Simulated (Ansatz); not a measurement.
A nudged elastic band was laid between two geometries of a periodic cell of 17 atoms, Be (host Be, host structure hcp, interstitial Be).

Method: DFT PBE, scalar-relativistic, plane waves, PAW (Ansatz). Settings: cutoff 420 eV, k mesh 5x5x3, gaussian smearing 0.15 eV, no spin polarisation.

| Item | Value |
| --- | --- |
| movable images | 5 |
| climbing image | yes |
| spring | 5.0 eV/Å² |
| optimiser | fire |
| start path | straight line |
| force threshold | 0.05 eV/Å |
| iteration limit | 34 |
| end points | relaxed |

First end point:

```xyz
17
Lattice="-2.2900 -3.9664 0.0000 3.4350 -1.9832 0.0000 0.0000 0.0000 7.1769" Properties=species:S:1:pos:R:3
Be -0.038 -3.949 0.027
Be -0.332 -2.165 1.539
Be 0.138 -4.563 3.635
Be -0.158 -2.780 5.149
Be -1.298 -2.037 -0.231
Be 2.765 -2.374 2.585
Be -1.398 -1.877 3.448
Be 2.277 -2.566 5.076
Be 0.953 -2.045 -0.262
Be 1.297 -0.786 1.777
Be 0.800 -1.979 3.398
Be 1.140 -0.719 5.437
Be -0.185 -0.200 0.104
Be 1.206 -4.853 1.729
Be 0.637 0.207 3.774
Be 1.103 -4.701 5.409
Be 1.457 -2.971 1.399
```

Last end point:

```xyz
17
Lattice="-2.2900 -3.9664 0.0000 3.4350 -1.9832 0.0000 0.0000 0.0000 7.1769" Properties=species:S:1:pos:R:3
Be 0.133 -4.566 -0.050
Be -0.333 -2.157 2.052
Be -0.038 -3.946 3.562
Be -0.162 -2.776 5.617
Be -1.403 -1.874 0.143
Be 2.763 -2.370 1.003
Be -1.299 -2.032 3.820
Be 2.279 -2.560 5.696
Be 0.797 -1.975 0.192
Be 1.294 -0.781 1.810
Be 0.954 -2.043 3.854
Be 1.137 -0.712 5.325
Be 0.633 0.208 -0.188
Be 1.204 -4.848 1.859
Be -0.189 -0.197 3.482
Be 1.101 -4.692 5.359
Be 1.457 -2.966 2.192
```

Task: Which bonds break or form, and what moves?

Result: Contacts lost: Be3–Be6, Be6–Be7, Be6–Be11. Contacts made: Be1–Be6, Be5–Be6, Be6–Be9. The atom that moves furthest is Be6, by 1.58 Å.

Task: Give the energies along the band, and the barrier.

Result: The run ended unconverged. The highest image is number 2 of 0 to 6, 0.59 eV above the ends, which have the same energy within 2 meV. The band didn't meet its force threshold, so its energies are provisional: the largest band force was still 0.41 eV/Å, and over the last iterations the top stayed at 0.60 eV. Limits of this set-up: coarse k mesh.

| image | path coordinate (Å) | energy (eV) | Be3–Be6 (Å) | Be6–Be7 (Å) | Be6–Be11 (Å) |
| --- | --- | --- | --- | --- | --- |
| 0 | 0.00 | 0.00 | 2.09 | 1.87 | 2.16 |
| 1 | 0.60 | 0.18 | 2.39 | 1.94 | 2.12 |
| 2 | 1.26 | 0.59 | 2.86 | 2.02 | 2.23 |
| 3 | 1.94 | 0.46 | 3.33 | 2.24 | 2.58 |
| 4 | 2.67 | 0.58 | 3.39 | 2.79 | 2.85 |
| 5 | 3.32 | 0.18 | 3.43 | 3.14 | 3.14 |
| 6 | 3.92 | 0.00 | 3.54 | 3.32 | 3.39 |

Run time: 35 min on 1 thread of Arm Neoverse V1 (shared host), peak memory 0.69 GiB.
